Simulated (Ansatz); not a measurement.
# C4H8O2S: vertical ionisation energy

One table from this session's results is given with a row withheld; the runs are named, their logs left out.

Computed with Ansatz 0.2.0, Gaussian basis. Level: unrestricted cation, the program's frozen cores in correlated methods.

Levels to be run: UKS PBE-D4/def2-TZVPP; UKS r2SCAN-D4/def2-TZVPP; UKS PBE0-D4/def2-TZVPP; UKS B3LYP-D4/def2-TZVPP; UKS wB97X-V/def2-TZVPP; UKS wB97M-V/def2-TZVPP; UKS B2PLYP/def2-TZVPP; UHF-CCSD(T)/def2-TZVPP; UHF-MP2/def2-QZVPP; extrapolation to the limit; then −ε(HOMO) from the neutral's earlier runs with LDA (SPW92), PBE-D4, revPBE-D4, BLYP-D4, r2SCAN-D4, B97M-V, PBE0-D4, B3LYP-D4, r2SCANh-D4, r2SCAN0-D4, HSE06-D4, BHLYP-D4, CAM-B3LYP-D4, LC-ωPBE, ωB97X-V, ωB97M-V.

## The geometry

An earlier PBE0-D4 in a triple-zeta def2 set relaxation fixed the geometry.

SMILES `C=CCS(C)(=O)=O`, 15 atoms, charge 0, spin multiplicity 1.

Atoms are counted from 1 here; the program's logs count them from 0.

Bond lengths: C1–C2 1.326 Å, C1–H8 1.086 Å, C1–H9 1.083 Å, C2–C3 1.486 Å, C2–H10 1.086 Å, C3–S4 1.792 Å, C3–H11 1.092 Å, C3–H12 1.095 Å, S4–C5 1.769 Å, S4–O6 1.438 Å, S4–O7 1.437 Å, C5–H13 1.089 Å, C5–H14 1.090 Å, C5–H15 1.089 Å. Angles: C2–C1–H8 121.7°, C2–C1–H9 121.3°, H8–C1–H9 117.0°, C1–C2–C3 123.8°, C1–C2–H10 120.4°, C3–C2–H10 115.8°, C2–C3–S4 112.9°, C2–C3–H11 113.1°, C2–C3–H12 112.2°, S4–C3–H11 107.3°, S4–C3–H12 102.1°, H11–C3–H12 108.5°, C3–S4–C5 104.1°, C3–S4–O6 107.8°, C3–S4–O7 107.4°, C5–S4–O6 108.0°, C5–S4–O7 108.3°, O6–S4–O7 120.2° and more.

Set-up of the first run:

in.yaml reads:

```yaml
crystal:
  periodic: [false, false, false]
  atoms:
    - {symbol: C, position_ang: [-2.007398, 1.070063, 0.271045]}
    - {symbol: C, position_ang: [-0.824772, 0.890109, 0.842227]}
    - {symbol: C, position_ang: [-0.187800, -0.440328, 1.022930]}
    - {symbol: S, position_ang: [1.376268, -0.587964, 0.160802]}
    - {symbol: C, position_ang: [0.939524, -0.460174, -1.548575]}
    - {symbol: O, position_ang: [2.175060, 0.557663, 0.502557]}
    - {symbol: O, position_ang: [1.875099, -1.913995, 0.400510]}
    - {symbol: H, position_ang: [-2.595895, 0.234890, -0.096214]}
    - {symbol: H, position_ang: [-2.434874, 2.059474, 0.161454]}
    - {symbol: H, position_ang: [-0.253120, 1.740403, 1.202042]}
    - {symbol: H, position_ang: [-0.820195, -1.266520, 0.692668]}
    - {symbol: H, position_ang: [0.106095, -0.620938, 2.062402]}
    - {symbol: H, position_ang: [0.444740, 0.493181, -1.726059]}
    - {symbol: H, position_ang: [1.882589, -0.507139, -2.093659]}
    - {symbol: H, position_ang: [0.302782, -1.299326, -1.824831]}
basis:
  gaussian: {orbitals: def2-TZVPP}
total_charge: 1
magnetization: {spin_polarized: true, initial_magnetization: 1}
hamiltonian: {xc: pbe, dispersion: d4}
```

Started as:

```bash
$ ansatz run in.yaml --threads 2 --pin off --events-out ev --progress --plain --max-ram 32768MiB --backend cuda --devices 0, --max-vram 18GiB
```

Steps of the session up to this table: Cation, UKS PBE-D4/def2-TZVPP; Cation, UKS r2SCAN-D4/def2-TZVPP; Cation, UKS PBE0-D4/def2-TZVPP; Cation, UKS B3LYP-D4/def2-TZVPP; Cation, UKS wB97X-V/def2-TZVPP; Cation, UKS wB97M-V/def2-TZVPP; Cation, UKS B2PLYP (frozen core)/def2-TZVPP; Cation, UHF-CCSD(T)/def2-TZVPP; Cation, UHF-MP2/def2-QZVPP.

One table of the session follows, with a row left open; its other results are not shown here.

Orbital estimates, from the neutral's runs:

```
  functional  −ε(HOMO) (eV)
 LDA (SPW92)           6.86
      PBE-D4           6.65
   revPBE-D4           6.57
     BLYP-D4           6.53
   r2SCAN-D4           6.89
      B97M-V              ?
     PBE0-D4           7.90
    B3LYP-D4           7.69
  r2SCANh-D4           7.36
  r2SCAN0-D4           8.06
    HSE06-D4           7.50
    BHLYP-D4           9.00
CAM-B3LYP-D4           9.26
     LC-ωPBE          10.58
     ωB97X-V          10.22
     ωB97M-V          10.13
```

**Question.** Estimate the row for B97M-V.

**Answer.** −ε(HOMO) (eV): 6.95. In the column «−ε(HOMO) (eV)» it lies between r2SCAN-D4 (6.89) and r2SCANh-D4 (7.36).
